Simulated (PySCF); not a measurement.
# B2H5NO: spin-spin couplings and electronic excitations at several levels of theory, part 2 of 2

PySCF 2.14.0. Atoms count from 0.

## 8. TDDFT and polarisability: B3LYP/def2-SVPD

What the job is given:

```
{"job": {"kind": "uv", "xc": "B3LYP", "basis": "def2-SVPD", "ip": true}, "charge": 0, "multiplicity": 1}
B     -1.771294     0.503793     0.348078
O     -0.667106    -0.269775     0.299680
B      0.581165     0.095804    -0.187730
N      1.620770    -0.821402    -0.074962
H     -1.743157     1.644931    -0.066617
H     -2.777963     0.020415     0.817214
H      0.759606     1.179946    -0.694891
H      2.557484    -0.630822    -0.399400
H      1.494722    -1.730995     0.351657
```

Level: TDDFT B3LYP/def2-SVPD, vertical, gas phase, core orbitals frozen in the response.

What it wrote:

```text
coarse grid: 7424 points
cycle   1  E = -182.5656715041  dE =  2.663e-01  |g| = 6.922e-01  |ddm| = 4.667e+00
cycle   2  E = -182.3596512597  dE =  2.060e-01  |g| = 1.231e+00  |ddm| = 1.901e+00
cycle   3  E = -182.6582618509  dE = -2.986e-01  |g| = 9.781e-02  |ddm| = 1.314e+00
cycle   4  E = -182.6596962941  dE = -1.434e-03  |g| = 5.508e-02  |ddm| = 1.543e-01
cycle   5  E = -182.6603038728  dE = -6.076e-04  |g| = 1.173e-02  |ddm| = 5.112e-02
cycle   6  E = -182.6603400282  dE = -3.616e-05  |g| = 1.518e-03  |ddm| = 1.971e-02
cycle   7  E = -182.6603407281  dE = -6.999e-07  |g| = 1.220e-04  |ddm| = 4.652e-03
final grid: 71480 points
cycle   8  E = -182.6935588328  dE = -2.932e-05  |g| = 4.239e-03  |ddm| = 6.826e-02
cycle   9  E = -182.6935532934  dE =  5.539e-06  |g| = 6.647e-03  |ddm| = 9.726e-03
cycle  10  E = -182.6935627705  dE = -9.477e-06  |g| = 1.458e-04  |ddm| = 5.309e-03
cycle  11  E = -182.6935627744  dE = -3.920e-09  |g| = 1.147e-04  |ddm| = 5.513e-04
cycle  12  E = -182.6935627771  dE = -2.733e-09  |g| = 4.638e-05  |ddm| = 1.979e-04
cycle  13  E = -182.6935627775  dE = -3.989e-10  |g| = 7.252e-06  |ddm| = 5.298e-05
converged SCF energy = -182.6935627775

Static polarisability (au): isotropic 43.578, principal 32.264 42.281 56.189

Singlet excitations
state   eV       nm        f      main configurations
  1   5.7507    215.6   0.00006   H->L 0.99
  2   6.7601    183.4   0.12463   H-1->L 0.98
  3   7.2948    170.0   0.04093   H-1->L+1 0.97
  4   7.4352    166.8   0.00691   H->L+2 0.77, H-2->L 0.20
  5   7.5384    164.5   0.00487   H->L+1 0.94
  6   7.5520    164.2   0.00156   H-2->L 0.77, H->L+2 0.21
  7   8.1802    151.6   0.07558   H->L+3 0.61, H-1->L+2 0.34
  8   8.2298    150.7   0.19045   H-1->L+2 0.56, H->L+3 0.36
  9   8.4787    146.2   0.00122   H-1->L+3 0.73, H-1->L+4 0.19
 10   8.5804    144.5   0.00014   H-1->L+4 0.73, H-1->L+3 0.19

Triplet excitations (Tamm-Dancoff, eV): 5.2661 6.0093 6.9136 7.0210
Vertical ionisation energy (delta-SCF) = 10.5241 eV
```

Wall time 37 s (1 thread of Arm Neoverse V1, shared host); peak memory 0.56 GiB.

Key values: HOMO -8.11 eV, LUMO -0.85 eV; lowest singlet 5.75 eV.

## 9. Ultraviolet spectrum: PBE0/def2-SVPD

Settings changed since step 8:

```diff
@@ -1,2 +1,2 @@
-{"job": {"kind": "uv", "xc": "B3LYP", "basis": "def2-SVPD", "ip": true}, "charge": 0, "multiplicity": 1}
+{"job": {"kind": "uv", "xc": "PBE0", "basis": "def2-SVPD", "ip": true}, "charge": 0, "multiplicity": 1}
 B     -1.771294     0.503793     0.348078
```

Level: TDDFT PBE0/def2-SVPD, vertical, gas phase, core orbitals frozen in the response.

What it wrote:

```text
coarse grid: 7424 points
cycle   1  E = -182.3528581350  dE =  2.669e-01  |g| = 6.151e-01  |ddm| = 4.143e+00
cycle   2  E = -182.2339170623  dE =  1.189e-01  |g| = 9.952e-01  |ddm| = 1.609e+00
cycle   3  E = -182.4276138592  dE = -1.937e-01  |g| = 7.763e-02  |ddm| = 1.037e+00
cycle   4  E = -182.4285374748  dE = -9.236e-04  |g| = 4.045e-02  |ddm| = 1.130e-01
cycle   5  E = -182.4288659326  dE = -3.285e-04  |g| = 9.131e-03  |ddm| = 3.758e-02
cycle   6  E = -182.4288872664  dE = -2.133e-05  |g| = 1.051e-03  |ddm| = 1.357e-02
cycle   7  E = -182.4288875936  dE = -3.273e-07  |g| = 1.365e-04  |ddm| = 2.916e-03
final grid: 71480 points
cycle   8  E = -182.4566348508  dE = -2.332e-05  |g| = 7.050e-03  |ddm| = 5.412e-02
cycle   9  E = -182.4566221833  dE =  1.267e-05  |g| = 1.076e-02  |ddm| = 1.449e-02
cycle  10  E = -182.4566450978  dE = -2.291e-05  |g| = 7.154e-04  |ddm| = 8.681e-03
cycle  11  E = -182.4566452293  dE = -1.316e-07  |g| = 1.989e-04  |ddm| = 1.407e-03
cycle  12  E = -182.4566452358  dE = -6.501e-09  |g| = 7.756e-05  |ddm| = 2.450e-04
cycle  13  E = -182.4566452372  dE = -1.377e-09  |g| = 1.051e-05  |ddm| = 1.135e-04
cycle  14  E = -182.4566452372  dE = -2.416e-11  |g| = 2.969e-06  |ddm| = 2.150e-05
converged SCF energy = -182.4566452372

Static polarisability (au): isotropic 43.021, principal 31.938 41.655 55.470

Singlet excitations
state   eV       nm        f      main configurations
  1   5.7906    214.1   0.00006   H->L 0.99
  2   7.0241    176.5   0.14651   H-1->L 0.98
  3   7.5475    164.3   0.01443   H-1->L+1 0.58, H->L+2 0.21, H-2->L 0.16
  4   7.5658    163.9   0.03551   H->L+2 0.41, H-1->L+1 0.38, H-2->L 0.18
  5   7.7060    160.9   0.00240   H-2->L 0.62, H->L+2 0.35
  6   7.8268    158.4   0.00462   H->L+1 0.92
  7   8.3639    148.2   0.14415   H-1->L+2 0.71, H->L+3 0.23
  8   8.4463    146.8   0.11994   H->L+3 0.73, H-1->L+2 0.20
  9   8.7823    141.2   0.00125   H-1->L+3 0.59, H-1->L+4 0.30
 10   8.8658    139.8   0.00021   H-1->L+4 0.58, H-1->L+3 0.28

Triplet excitations (Tamm-Dancoff, eV): 5.2130 6.1069 7.0339 7.1519
Vertical ionisation energy (delta-SCF) = 10.6835 eV
```

Run time: 36 s. Hardware: 1 thread of Arm Neoverse V1, shared host; peak memory 0.56 GiB.

Key values: HOMO -8.31 eV, LUMO -0.61 eV; lowest singlet 5.79 eV.

## 10. Ultraviolet spectrum: BHandHLYP/def2-SVPD

Settings changed since step 9:

```diff
@@ -1,2 +1,2 @@
-{"job": {"kind": "uv", "xc": "PBE0", "basis": "def2-SVPD", "ip": true}, "charge": 0, "multiplicity": 1}
+{"job": {"kind": "uv", "xc": "BHandHLYP", "basis": "def2-SVPD", "ip": true}, "charge": 0, "multiplicity": 1}
 B     -1.771294     0.503793     0.348078
```

With the program's defaults for keys left out, this is: TDDFT BHandHLYP/def2-SVPD, vertical, gas phase, core orbitals frozen in the response.

What it wrote:

```text
coarse grid: 7424 points
cycle   1  E = -182.4933513468  dE =  3.192e-01  |g| = 5.898e-01  |ddm| = 4.049e+00
cycle   2  E = -182.4744782415  dE =  1.887e-02  |g| = 6.938e-01  |ddm| = 1.305e+00
cycle   3  E = -182.5646873473  dE = -9.021e-02  |g| = 4.999e-02  |ddm| = 7.009e-01
cycle   4  E = -182.5650633191  dE = -3.760e-04  |g| = 2.880e-02  |ddm| = 9.045e-02
cycle   5  E = -182.5652362418  dE = -1.729e-04  |g| = 4.278e-03  |ddm| = 2.737e-02
cycle   6  E = -182.5652404955  dE = -4.254e-06  |g| = 4.168e-04  |ddm| = 7.451e-03
final grid: 71480 points
cycle   7  E = -182.5870618357  dE = -1.297e-05  |g| = 2.260e-03  |ddm| = 3.976e-02
cycle   8  E = -182.5870618853  dE = -4.959e-08  |g| = 2.335e-03  |ddm| = 6.046e-03
cycle   9  E = -182.5870629963  dE = -1.111e-06  |g| = 1.188e-04  |ddm| = 1.962e-03
cycle  10  E = -182.5870630015  dE = -5.151e-09  |g| = 5.322e-05  |ddm| = 4.105e-04
cycle  11  E = -182.5870630022  dE = -6.844e-10  |g| = 2.074e-05  |ddm| = 8.731e-05
converged SCF energy = -182.5870630022

Static polarisability (au): isotropic 41.096, principal 30.971 40.325 51.992

Singlet excitations
state   eV       nm        f      main configurations
  1   6.2540    198.2   0.00002   H-1->L 0.81, H->L 0.14
  2   7.7467    160.0   0.04409   H->L+1 0.77, H-1->L+1 0.11
  3   8.0609    153.8   0.24228   H->L 0.78, H-1->L 0.14
  4   8.3446    148.6   0.01363   H-1->L+3 0.55, H-2->L 0.18, H-2->L+3 0.13
  5   8.5900    144.3   0.00888   H-2->L 0.58, H-1->L+3 0.10
  6   8.5995    144.2   0.01714   H-1->L+1 0.50, H-1->L+2 0.10, H-2->L 0.08
  7   8.8283    140.4   0.11078   H->L+3 0.67, H-1->L+2 0.10, H-1->L+3 0.09
  8   9.0309    137.3   0.00009   H->L+4 0.58, H->L+6 0.09, H-1->L+4 0.09
  9   9.1371    135.7   0.08631   H-1->L+2 0.57, H-1->L+1 0.16, H->L+2 0.11
 10   9.3518    132.6   0.00043   H->L+2 0.42, H->L+5 0.24, H-1->L+2 0.09

Triplet excitations (Tamm-Dancoff, eV): 5.6546 6.7692 7.4149 7.6634
Vertical ionisation energy (delta-SCF) = 10.7356 eV
```

Run time: 37 s. Hardware: 1 thread of Arm Neoverse V1, shared host; peak memory 0.56 GiB.

This run: HOMO -9.76 eV, LUMO 0.44 eV; lowest singlet 6.25 eV.

## 11. TDDFT and polarisability: CAM-B3LYP/def2-SVPD

Settings changed since step 10:

```diff
@@ -1,2 +1,2 @@
-{"job": {"kind": "uv", "xc": "BHandHLYP", "basis": "def2-SVPD", "ip": true}, "charge": 0, "multiplicity": 1}
+{"job": {"kind": "uv", "xc": "CAM-B3LYP", "basis": "def2-SVPD", "ip": true}, "charge": 0, "multiplicity": 1}
 B     -1.771294     0.503793     0.348078
```

Method: TDDFT CAM-B3LYP/def2-SVPD, vertical, gas phase, core orbitals frozen in the response.

What it wrote:

```text
coarse grid: 7424 points
cycle   1  E = -182.4770087148  dE =  3.327e-01  |g| = 6.521e-01  |ddm| = 4.368e+00
cycle   2  E = -182.4229575488  dE =  5.405e-02  |g| = 8.730e-01  |ddm| = 1.490e+00
cycle   3  E = -182.5627578550  dE = -1.398e-01  |g| = 5.520e-02  |ddm| = 8.369e-01
cycle   4  E = -182.5631319475  dE = -3.741e-04  |g| = 3.821e-02  |ddm| = 1.062e-01
cycle   5  E = -182.5634334555  dE = -3.015e-04  |g| = 5.221e-03  |ddm| = 3.611e-02
cycle   6  E = -182.5634399203  dE = -6.465e-06  |g| = 5.529e-04  |ddm| = 9.418e-03
final grid: 71480 points
cycle   7  E = -182.5972803918  dE = -2.253e-05  |g| = 3.006e-03  |ddm| = 4.438e-02
cycle   8  E = -182.5972799916  dE =  4.002e-07  |g| = 3.442e-03  |ddm| = 7.513e-03
cycle   9  E = -182.5972823731  dE = -2.382e-06  |g| = 1.260e-04  |ddm| = 2.844e-03
cycle  10  E = -182.5972823786  dE = -5.467e-09  |g| = 6.838e-05  |ddm| = 4.178e-04
cycle  11  E = -182.5972823795  dE = -9.823e-10  |g| = 2.965e-05  |ddm| = 1.095e-04
converged SCF energy = -182.5972823795

Static polarisability (au): isotropic 42.781, principal 32.043 41.677 54.624

Singlet excitations
state   eV       nm        f      main configurations
  1   5.8610    211.5   0.00004   H->L 0.96
  2   7.5182    164.9   0.04365   H-1->L+1 0.89
  3   7.7288    160.4   0.25722   H-1->L 0.92
  4   7.8211    158.5   0.00883   H->L+3 0.56, H-2->L 0.30
  5   8.1533    152.1   0.00829   H-2->L 0.58, H->L+3 0.30
  6   8.1815    151.5   0.01209   H->L+1 0.67, H->L+2 0.17
  7   8.5341    145.3   0.08895   H-1->L+3 0.74, H->L+2 0.13
  8   8.7577    141.6   0.10612   H->L+2 0.61, H->L+1 0.18, H-1->L+3 0.10
  9   8.8247    140.5   0.00053   H-1->L+4 0.68, H-1->L+6 0.10, H-1->L+2 0.08
 10   9.1136    136.0   0.00058   H-1->L+2 0.45, H-1->L+5 0.31, H-1->L+4 0.10

Triplet excitations (Tamm-Dancoff, eV): 5.3284 6.4894 7.2141 7.3704
Vertical ionisation energy (delta-SCF) = 10.8471 eV
```

Run time: 33 s. Hardware: 1 thread of Arm Neoverse V1, shared host; peak memory 0.58 GiB.

In short: HOMO -9.79 eV, LUMO 0.48 eV; lowest singlet 5.86 eV.

## 12. Run by run: spin-spin couplings

Couplings (Hz), each a mean over the pairs like the one named, with basis size and wall time:

```csv
run,B2–H6,B0–H4,N3–H7,B2–N3,H4–H5,O1–B2,N3–H6,functions,time
B3LYP/def2-TZVP,155.8,147.9,-80.3,-37.6,21.9,-11.6,-11.3,154,17 s
B3LYP/cc-pVTZ,153.2,144.3,-73.8,-36.7,21.6,-7.9,-8.9,190,23 s
B3LYP/6-31G*,172.9,161.9,-81.5,-35.2,19.8,-19.2,-8.8,66,6.1 s
```

## 13. Side by side: electronic excitations

Excitations and ground-state properties, with basis size and wall time:

```csv
run,lowest singlet (eV),brightest (eV),f,gap (eV),α (Å³),μ (D),functions,time
HF/def2-SVPD,6.95,9.47,0.334,13.80,5.70,1.82,123,5.1 s
LDA/def2-SVPD,5.09,7.83,0.203,4.93,6.87,2.46,123,26 s
PBE/def2-SVPD,5.28,7.84,0.185,5.16,6.76,2.42,123,37 s
B3LYP/def2-SVPD,5.75,8.23,0.190,7.26,6.46,2.21,123,37 s
PBE0/def2-SVPD,5.79,7.02,0.147,7.70,6.38,2.22,123,36 s
BHandHLYP/def2-SVPD,6.25,8.06,0.242,10.19,6.09,2.02,123,37 s
CAM-B3LYP/def2-SVPD,5.86,7.73,0.257,10.28,6.34,2.15,123,33 s
```

## 14. Summary of results

The summary covers parts 1 to 2.

| quantity | value |
| --- | --- |
| largest coupling of the table (B3LYP/def2-TZVP) | ¹J(B,H) B2–H6, 155.8 Hz |
| lowest singlet (HF/def2-SVPD) | 6.95 eV (179 nm), f = 0.000 |
| brightest single state of those computed | state 3, 9.47 eV, f = 0.334 |
| lowest triplet | 6.07 eV |
| vertical ionisation energy (ΔSCF) | 9.52 eV |
| range of J(B2,H6), mean over like pairs | 153.2 to 172.9 Hz |
| range of the lowest singlet | 5.09 to 6.95 eV |

In words: Single values in the summary come from the first sound run of each kind (B3LYP/def2-TZVP; HF/def2-SVPD), which need not be the best level. Of the pairs tabulated at B3LYP/def2-TZVP, B2–H6 couples most strongly (155.8 Hz; Fermi contact 155.6 Hz). Couplings across rotatable bonds belong to this one conformer; where others are populated, the observed values are averages. The lowest singlet, at 6.95 eV, is HOMO−1→LUMO+2 0.77 and is dark; of the 10 states computed, the strongest absorption comes from states 3 to 4 together at 9.47 eV. The lowest triplet lies 0.87 eV below the lowest singlet (triplets in Tamm-Dancoff, singlets in full TDDFT). At HF/def2-SVPD, the highest states lie near or above the ionisation energy, where they hang on the basis. ΔSCF puts the ionisation energy at 9.52 eV, 2.31 eV below −ε(HOMO). The coupling B2–H6, as a mean over pairs of its kind, runs from 153.2 Hz (B3LYP/cc-pVTZ) to 172.9 Hz (B3LYP/6-31G*). The lowest singlet runs from 5.09 eV (LDA/def2-SVPD) to 6.95 eV (HF/def2-SVPD), while the orbital gap spans 4.93 to 13.80 eV: the excitation energy moves far less from run to run than the orbital gap does. The lowest state need not be the same one in every run. The runs solved for a few states only, so the brightest column depends on that window. Couplings from bases without tight functions are rough.
